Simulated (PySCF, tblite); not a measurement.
# C₄H₁₀B₂: geometry, infrared bands and NMR shifts

What infrared bands and NMR shifts should C₄H₁₀B₂ (`B[C@@H]1BCCC1`) show?

Programs: tblite 0.8.0 and PySCF 2.14.0, with density-fitted response routines of our own. Each step states its level of theory. These are calculated values for one molecule in the gas phase, unless marked as measured. Atoms are numbered from 0 throughout.

### 1 Starting geometry

16 atoms, charge 0, multiplicity 1; geometry from: force field or distance geometry start.

Bonds of the start (Å): B0–C1 1.58, C1–B2 1.59, B2–C3 1.61, C3–C4 1.51, C4–C5 1.50, C5–C1 1.50, B0–H6 1.19, B0–H7 1.18, C1–H8 1.10, B2–H9 1.19, C3–H10 1.10, C3–H11 1.09, C4–H12 1.12, C4–H13 1.12, C5–H14 1.10, C5–H15 1.10.

### 2 Optimising the geometry with GFN2-xTB

Job settings and geometry (Å):

```
{"job": {"kind": "relax", "xc": "GFN2-xTB", "basis": "xTB"}, "charge": 0, "multiplicity": 1}
B      2.324300     0.051600     0.260300
C      0.863200     0.276200    -0.297800
B     -0.031100     1.173700     0.667200
C     -1.488500     0.898800     0.041100
C     -1.403700    -0.605200    -0.091700
C      0.025700    -0.970200    -0.375600
H      3.221200     0.239900    -0.495800
H      2.540500    -0.719500     1.133200
H      0.920300     0.804900    -1.265300
H      0.113500     1.333800     1.838700
H     -2.304700     1.239000     0.691400
H     -1.504300     1.319800    -0.961800
H     -1.772000    -1.040800     0.870700
H     -2.026700    -0.943700    -0.960500
H      0.428000    -1.700700     0.344300
H      0.086800    -1.348700    -1.409800
```

Started as:

```console
> OMP_NUM_THREADS=1 python probes_run.py task.json out
```

The driver reads the jobs from task.json and runs them one after another.

**Question.** This job is followed by: GFN2-xTB harmonic vibrations, gas phase; GIAO PBE0/pcSseg-1 NMR shielding, non-relativistic, gas phase. Predict these results of the whole session: strongest single infrared mode (GFN2-xTB); zero-point energy (GFN2-xTB); 13C shifts against TMS (PBE0/pcSseg-1); 1H shifts against TMS (PBE0/pcSseg-1, means over atoms taken as alike); 11B shifts against BF3·OEt2 (PBE0/pcSseg-1).

**Answer**, as computed:

| quantity | value |
| --- | --- |
| strongest single infrared mode (GFN2-xTB) | 829 cm⁻¹, 190 km/mol |
| zero-point energy (GFN2-xTB) | 82.7 kcal/mol |
| 13C shifts against TMS (PBE0/pcSseg-1) | 75.1, 39.7, 35.0, 33.0 ppm |
| 1H shifts against TMS (PBE0/pcSseg-1, means over atoms taken as alike) | 8.08, 7.87, 2.58, 2.57, 2.37, 2.21, 2.15, 1.51, 0.99 ppm |
| 11B shifts against BF3·OEt2 (PBE0/pcSseg-1) | 90.8, 85.2 ppm |

**Reading.** Over 124 steps the energy fell by 0.998 eV; of the close pairs, C1–C5 changed most, 1.504 to 1.542 Å. All 42 modes are real, so the xTB geometry is a minimum. The strongest single mode, at 829 cm⁻¹, has its largest shares on H7, H6, B2 and H9 (the list is cut at 4 atoms). Unscaled tight-binding wavenumbers are off by several per cent, some by more. Its intensities can rank the bands wrongly. At PBE0/pcSseg-1: The widest tensor belongs to B0: span 186 ppm, with a paramagnetic part of -176 ppm.
